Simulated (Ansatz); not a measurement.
# Ga₃H (singlet): from Hartree-Fock to the top rungs, cc-pVTZ

An exercise on one series of results from a longer session: the logs are not shown, and one member is left open.

Computed with Ansatz 0.2.0, Gaussian basis. Level: cc-pVTZ, core rule «outside noble gas», up to 42 orbitals frozen.

The runs, in order: UHF; CCSD(T) on RHF; CCSD(T) on UHF; BCCD(T) on RHF; CCSDT(Q) on RHF; CCSDT(Q) on UHF.

4 further runs of the same task are left out: 4 set aside as unsound or not needed. Runs told in other sessions of the task aren't counted.

### What is computed

The geometry is a PBE0/def2-TZVP stationary point (not a proven minimum). No spin-orbit coupling is included. The filled d shell of Ga may be among the frozen orbitals whatever the setting's name suggests.

4 atoms, charge 0, spin multiplicity 1.

Atoms are counted from 1 here; the program's logs count them from 0.

Bond lengths: Ga1–Ga2 2.697 Å, Ga2–Ga3 2.697 Å, Ga2–H4 1.627 Å. Angles: Ga1–Ga2–Ga3 148.6°, Ga1–Ga2–H4 105.7°, Ga3–Ga2–H4 105.7°.

Set-up of the first run:

The input, in.yaml:

```yaml
crystal:
  periodic: [false, false, false]
  atoms:
    - {symbol: Ga, position_ang: [0.000000, -0.253168, -2.596600]}
    - {symbol: Ga, position_ang: [0.000000, 0.475932, 0.000000]}
    - {symbol: Ga, position_ang: [0.000000, -0.253168, 2.596600]}
    - {symbol: H, position_ang: [0.000000, 2.103232, 0.000000]}
basis:
  gaussian: {orbitals: cc-pVTZ}
magnetization: {spin_polarized: true, initial_magnetization: 0}
hamiltonian: {xc: hf}
output: {orbitals: {seedname: orbitals}}
```

Run with:

```sh
> ansatz run in.yaml --threads 1 --pin off --events-out ev --progress --plain --max-ram 2816MiB --backend cpu
```

Steps of the session up to this table: UHF; CCSD(T) on RHF; CCSD(T) on UHF; BCCD(T) on RHF; CCSDT(Q) on RHF; CCSDT(Q) on UHF.

One table of the session follows, with a row left open; its other results are not shown here.

It belongs to the step «Misses and costs». 

| method | from RCCSDT(Q) (kcal/mol) |
| --- | --- |
| RHF | +135.96 |
| UHF | +126.84 |
| RMP2 | +33.08 |
| UMP2 | ? |
| RCCSD | +6.44 |
| UCCSD | +6.57 |
| RCCSD(T) | +1.43 |
| UCCSD(T) | +1.46 |
| BCCD(T) | +1.39 |
| RCCSDT | +0.41 |
| UCCSDT | +0.38 |
| RCCSDT(Q) | 0 |
| UCCSDT(Q) | 0.00 |

Q: Estimate the row for UMP2 from the others.

As computed: from RCCSDT(Q) (kcal/mol): +36.03. In the column «from RCCSDT(Q) (kcal/mol)» it lies between RMP2 (+33.08) and UHF (+126.84).

With the free atoms at the same levels and basis (separate runs), the atomisation energy is 5.091 eV at RCCSDT(Q), 5.054 eV at RCCSD(T), 5.053 eV at UCCSD(T), 3.089 eV at RHF.

Caveats from the session: The determinant of HF (⟨S²⟩ 1.19) is far from a pure spin state, so its energy mixes those of several spin states; that is harmless only where they are near-degenerate. The determinant of CCSD(T) (⟨S²⟩ 1.19) is far from a pure spin state, so its energy mixes those of several spin states; high orders of coupled cluster remove much of that, low ones don't. The determinant of CCSDT(Q) (⟨S²⟩ 1.19) is far from a pure spin state, so its energy mixes those of several spin states; high orders of coupled cluster remove much of that, low ones don't. Restricted and unrestricted rows rest on different reference determinants; a gap between their highest levels can come from leftover correlation error, from unlike frozen cores or from another state.
